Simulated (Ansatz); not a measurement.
## BiS in Ansatz: the effect of strain

The system is BiS.

```
Bi S
1.0
     2.02490    1.16908    3.50049
    -2.02490    1.16908    3.50049
     0.00000   -2.33815    3.50049
Bi S
1 1
Direct
  0.00000 0.00000 0.00000
  0.50000 0.50000 0.50000
```

The cell was built by a generator and needn't be a form met in nature.

The cell isn't the ideal one: strained by -4 %.

Alike in all runs:

```yaml
Program: Ansatz 0.2.0
Task: single point
Functional: PBE
Potentials_or_basis: Ansatz PAW
Cutoff: "420 eV (not typed: the program's choice for these potentials)"
k_mesh: 8 × 8 × 8
Occupations: fermi-dirac, width 0.05 eV
Spin: no spin polarisation
```

Q: One run gave: pressure -0.2 GPa. Which strain did it use?
A. -0.04
B. -0.01
C. -0.02

A: B.

| strain | pressure (GPa) |
| --- | --- |
| -0.04 | 3.8 |
| -0.02 | 1.0 |
| -0.01 | -0.2 |
